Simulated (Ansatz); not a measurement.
Crystal: KPt.

```
Pt K
1.0
     3.00085    0.00000    0.00000
    -1.50042    2.59881    0.00000
     0.00000    0.00000    5.34558
Pt K
1 1
Direct
  0.66667 0.33333 0.00000
  0.00000 0.00000 0.50000
```

The cell comes from a database or a generator and needn't be the stable form of this composition.

```yaml
Program: Ansatz 0.2.0
Task: single point
Functional: PBE
Potentials_or_basis: Ansatz PAW
Cutoff: "420 eV (not typed: the program's choice for these potentials)"
k_mesh: 10 × 10 × 5
Occupations: fermi-dirac, width 0.05 eV
Spin: no spin polarisation
```

On this cell: pressure 0.3 GPa; largest force under 0.003 eV/Å; band gap on the k mesh none (metal or under the smearing width).

The same run follows on a disturbed copy (atoms moved at random, drawn with an rms of 0.05 Å):

```
CELL_PARAMETERS angstrom
3.00085 0.00000 0.00000
-1.50042 2.59881 0.00000
0.00000 0.00000 5.34558
ATOMIC_POSITIONS crystal
Pt 0.67869 0.34565 0.00563
K 0.97504 0.98655 0.50389
```

Q: What does the disturbed cell give?

A: The energy (extrapolated to zero smearing) moves by +1.0 meV/atom; pressure 0.4 GPa; largest force 0.052 eV/Å; band gap on the k mesh none (metal or under the smearing width).

Forces on the atoms (eV/Å):
```
Pt  -0.025 -0.027 -0.037
K    0.025  0.027  0.037
```

Stress tensor (GPa, compression positive):
```
-0.25 -0.35  0.01
-0.35  0.36  0.01
 0.01  0.01  0.97
```
